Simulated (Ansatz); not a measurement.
What does this script print? It uses Ansatz 0.2.0 through its Python package.

`bde_c2h2f2si.py`:
```python
"""X-H bond energies of C2H2F2Si without relaxation."""

import ansatz

config = {
    "basis": "def2-TZVP",
    "functional": "B3LYP",
}


def total_energy(molecule, charge=0, unpaired=0):
    calc = molecule.calculation().basis(gaussian=config["basis"]).functional(config["functional"])
    if charge:
        calc = calc.charge(charge)
    if unpaired:
        calc = calc.spin("collinear", total=unpaired)
    report = calc.run(threads=1).report
    if report["published_state_doubts"]:
        print("  doubts:", report["published_state_doubts"])
    return report["free_energy_ev"]

def without(molecule, index):
    rest = ansatz.Crystal.molecule()
    for i, site in enumerate(molecule.cartesian_sites):
        if i != index:
            rest = rest.atom(site.symbol, site.position_ang)
    return rest


def main() -> None:
    c2h2f2si = (
        ansatz.Crystal.molecule()
        .atom("F", (0.5581, -1.634, 1.2549))
        .atom("C", (-0.2291, -0.5337, 0.8716))
        .atom("C", (-0.8508, -0.486, -0.328))
        .atom("F", (-0.6075, -1.4865, -1.1903))
        .atom("Si", (0.2331, 0.9303, -0.0364))
        .atom("H", (-0.5405, 2.2025, 0.2181))
        .atom("H", (1.4979, 0.9393, -0.8354))
    )

    whole = total_energy(c2h2f2si, 0)
    hydrogen = total_energy(ansatz.Crystal.molecule().atom("H", (0, 0, 0)), 0, 1)
    print(f"E(molecule) = {whole:.5f} eV, E(H) = {hydrogen:.5f} eV")
    for index in [6]:
        radical = total_energy(without(c2h2f2si, index), 0, 1)
        print(f"H{index}: homolysis {(radical + hydrogen - whole):.3f} eV")


if __name__ == "__main__":
    main()
```

Output of `python bde_c2h2f2si.py`:
```text
E(molecule) = -15417.70764 eV, E(H) = -13.66431 eV
H6: homolysis 3.883 eV
```

Total energies depend on the basis set; only differences at equal settings carry meaning. The geometry is a force-field or estimated start, not a minimum of this method, and the basis set is short of its limit. All parts are taken at fixed geometry, without zero-point energy. b3lyp holds the VWN-RPA fit, as in Gaussian; the form of ORCA and Turbomole is b3lyp5. The whole script took 12 s on 1 thread of Arm Neoverse V2, on a shared host, peak memory 0.44 GiB.
